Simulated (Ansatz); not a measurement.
# C2H6BClO: a ladder of functionals and wavefunction methods

How much do the methods differ for C2H6BClO? The plan is to run it at one geometry with functionals of several rungs and with coupled cluster, and see how far each lands from CCSD(T) at the basis-set limit for the atomisation energy.

The runs use Ansatz 0.2.0, Gaussian basis; functionals in def2-TZVPP, the program's frozen cores in correlated methods.

Levels to be run: LDA (SPW92), PBE-D4, revPBE-D4, BLYP-D4, r2SCAN-D4, B97M-V, PBE0-D4, B3LYP-D4, r2SCANh-D4, r2SCAN0-D4, HSE06-D4, BHLYP-D4, CAM-B3LYP-D4, LC-ωPBE, ωB97X-V, ωB97M-V, B2PLYP, PBE-QIDH; CCSD(T)/def2-SVP; CCSD(T)/def2-TZVPP; MP2/def2-QZVPP; extrapolation to the limit; RPA on PBE.

## 1. Structure used throughout

All runs share one geometry, relaxed beforehand with PBE0-D4 in a triple-zeta def2 set.

SMILES `COCBCl`, 11 atoms, charge 0, spin multiplicity 1.

Atoms are counted from 1 here; the program's logs count them from 0.

Bond lengths: C1–O2 1.400 Å, C1–H6 1.100 Å, C1–H7 1.100 Å, C1–H8 1.090 Å, O2–C3 1.410 Å, C3–B4 1.562 Å, C3–H9 1.105 Å, C3–H10 1.100 Å, B4–Cl5 1.747 Å, B4–H11 1.192 Å. Angles: O2–C1–H6 111.4°, O2–C1–H7 111.9°, O2–C1–H8 107.6°, H6–C1–H7 108.2°, H6–C1–H8 109.0°, H7–C1–H8 108.7°, C1–O2–C3 112.2°, O2–C3–B4 115.5°, O2–C3–H9 111.2°, O2–C3–H10 106.8°, B4–C3–H9 110.8°, B4–C3–H10 107.1°, H9–C3–H10 104.6°, C3–B4–Cl5 118.6°, C3–B4–H11 124.0°, Cl5–B4–H11 117.3°.

Geometry (Å):

```
atom     x (Å)     y (Å)     z (Å)
  C1  -1.43054   0.23810  -0.64658
  O2  -0.53313  -0.83564  -0.61685
  C3   0.77375  -0.42706  -0.28236
  B4   0.99871  -0.05066   1.21677
 Cl5   2.58863   0.47014   1.71962
  H6  -1.14672   0.97651  -1.41070
  H7  -1.48743   0.75209   0.32384
  H8  -2.41559  -0.16124  -0.88841
  H9   1.12186   0.38344  -0.94708
 H10   1.43839  -1.27414  -0.50533
 H11   0.15747  -0.12854   2.05757
```

## 2. LDA

This LDA is Slater exchange with PW92 correlation.

in.yaml

```yaml
crystal:
  periodic: [false, false, false]
  atoms:
    - {symbol: C, position_ang: [-1.430536, 0.238104, -0.646575]}
    - {symbol: O, position_ang: [-0.533130, -0.835637, -0.616851]}
    - {symbol: C, position_ang: [0.773752, -0.427065, -0.282360]}
    - {symbol: B, position_ang: [0.998711, -0.050664, 1.216767]}
    - {symbol: Cl, position_ang: [2.588634, 0.470145, 1.719623]}
    - {symbol: H, position_ang: [-1.146724, 0.976511, -1.410696]}
    - {symbol: H, position_ang: [-1.487431, 0.752088, 0.323844]}
    - {symbol: H, position_ang: [-2.415590, -0.161244, -0.888414]}
    - {symbol: H, position_ang: [1.121856, 0.383441, -0.947077]}
    - {symbol: H, position_ang: [1.438394, -1.274138, -0.505334]}
    - {symbol: H, position_ang: [0.157467, -0.128541, 2.057575]}
basis:
  gaussian: {orbitals: def2-TZVPP}
hamiltonian: {xc: lda}
output: {orbitals: {seedname: orbitals}}
```

The run is started by

```sh
ansatz run in.yaml --threads 4 --pin off --events-out ev --progress --plain --max-ram 10444MiB
```

After this run come: PBE-D4 (GGA); revPBE-D4 (GGA); BLYP-D4 (GGA); r2SCAN-D4 (meta-GGA); B97M-V (meta-GGA); B3LYP-D4 (hybrid); r2SCANh-D4 (hybrid); r2SCAN0-D4 (hybrid); HSE06-D4 (hybrid); BHLYP-D4 (hybrid); CAM-B3LYP-D4 (range-separated); LC-ωPBE (range-separated); ωB97X-V (range-separated); ωB97M-V (range-separated); B2PLYP (double hybrid); PBE-QIDH (double hybrid); CCSD(T) in def2-SVP; CCSD(T) in def2-TZVPP; MP2 in def2-QZVPP; RPA on PBE orbitals.

Before running them: what should the planned runs give, taken together? Wanted: atomisation energy, CCSD(T)/CBS; farthest beyond LDA; mean size of error, GGA; mean size of error, meta-GGA; mean size of error, hybrid; mean size of error, range-separated; mean size of error, double hybrid; gap, smallest and largest; T1 diagnostic.

The runs gave:

```
                               quantity                                                                 value
        atomisation energy, CCSD(T)/CBS                                                        982.1 kcal/mol
functionals within 4.9 kcal/mol (0.5 %)  revPBE-D4, BLYP-D4, B3LYP-D4, r2SCANh-D4, LC-ωPBE, ωB97X-V, PBE-QIDH
                    farthest beyond LDA                                               PBE-D4 (+25.4 kcal/mol)
                mean size of error, GGA                                                          8.6 kcal/mol
           mean size of error, meta-GGA                                                          7.6 kcal/mol
             mean size of error, hybrid                                                          8.9 kcal/mol
    mean size of error, range-separated                                                          5.2 kcal/mol
      mean size of error, double hybrid                                                          3.6 kcal/mol
              gap, smallest and largest                             3.23 eV (LDA (SPW92)), 11.00 eV (LC-ωPBE)
                          T1 diagnostic                                                                0.0112
triples share of the correlation energy                                                                 3.8 %
```

In words: The LDA atomisation energy is off by 149.6 kcal/mol (15 %): it overbinds. PBE-D4 is off by +25.4 kcal/mol. Double hybrids carry the basis error of their MP2 part in triple zeta, and no dispersion term here, so their miss is partly the set-up's. Taken by rung, double hybrid functionals do best (3.6 kcal/mol on average) and hybrid ones worst beyond LDA (8.9 kcal/mol). GGA functionals lie within the reference's doubt of that worst mean (8.6 kcal/mol), so those two tie. The gap between the best rungs is small, so their order is not settled. The mean of the hybrids holds BHLYP, with half exact exchange. The reference freezes the cores and leaves out relativity and excitations past (T), so misses under about 4.9 kcal/mol can't be ranked. Hartree-Fock recovers 74 % of the binding; the rest is correlation. CCSD(T) in def2-SVP is off by -42.2 kcal/mol, more than most functionals: a good method in a small basis is no reference. Orbital gaps span 3.2 to 11.0 eV; exact exchange widens them.
